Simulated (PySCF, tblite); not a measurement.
# C6H6NO radical: geometry, infrared bands and EPR parameters

Aim: predict the infrared bands and EPR parameters of C6H6NO radical (`C/C=C1C=C/1N[C]=O`).

Programs: tblite 0.8.0 and PySCF 2.14.0, with density-fitted response routines of our own. Each step states its level of theory. These are calculated values for one molecule in the gas phase, unless marked as measured. Atoms are numbered from 0 throughout.

## Step 1: The molecule as given

14 atoms, charge 0, multiplicity 2; geometry from: force field or distance geometry start.

Bonds of the start (Å): C0–C1 1.49, C1–C2 1.33, C2–C3 1.40, C3–C4 1.32, C4–N5 1.31, N5–C6 1.35, C6–O7 1.18, C4–C2 1.36, C0–H8 1.10, C0–H9 1.10, C0–H10 1.09, C1–H11 1.08, C3–H12 1.05, N5–H13 1.01.

## Step 2: Relaxing the molecule with GFN2-xTB

The job: settings as JSON, then the geometry in Å.

```
{"job": {"kind": "relax", "xc": "GFN2-xTB", "basis": "xTB"}, "charge": 0, "multiplicity": 2}
C     -2.282700    -0.622600    -0.064800
C     -1.569800     0.686100    -0.011300
C     -0.247200     0.788500     0.027900
C      0.894700     1.595200     0.065900
C      1.014500     0.283400     0.033600
N      1.746400    -0.807300    -0.006300
C      3.090300    -0.736000     0.017600
O      4.268900    -0.693700     0.046700
H     -2.937700    -0.728700     0.810100
H     -2.917400    -0.658300    -0.959100
H     -1.611500    -1.477000    -0.087200
H     -2.175200     1.579700     0.024800
H      1.390500     2.515600     0.128600
H      1.335500    -1.725500    -0.048800
```

The run is started by

```console
$ OMP_NUM_THREADS=1 python probes_run.py task.json out
```

This one command runs all jobs of the session in turn.

**Question.** This job is followed by: GFN2-xTB harmonic vibrations, gas phase; UKS B3LYP, pcH-1 on C H N O, non-relativistic, mean-field spin-orbit, GIAO. Predict these results of the whole session: strongest single infrared mode (GFN2-xTB); zero-point energy (GFN2-xTB); g(iso) (B3LYP); ⟨S²⟩; largest a(iso) (averaged by class); surface potential, 1st and 99th percentile.

As calculated:

```
                                 quantity                  value
strongest single infrared mode (GFN2-xTB)  1853 cm⁻¹, 829 km/mol
             zero-point energy (GFN2-xTB)          63.4 kcal/mol
                           g(iso) (B3LYP)                2.00156
                                     ⟨S²⟩     0.753 (exact 0.75)
       largest a(iso) (averaged by class)   13C on C6, 479.9 MHz
    surface potential, 1st and 99th percentile     -1.18 V and 2.45 V
```

What this shows: The optimisation took 54 steps and gained 1.115 eV; among the close pairs (by a distance rule), C2–C4 changed most, from 1.359 to 1.449 Å. No mode is imaginary among the 36: a minimum at this level. The strongest single mode, at 1853 cm⁻¹, moves mainly C6 and O7. Unscaled tight-binding wavenumbers are off by several per cent, some by more. Its intensities can rank the bands wrongly. C6 carries the largest spin population, 0.67 e. The isotropic g lies 0.8 ppt below the free-electron value.
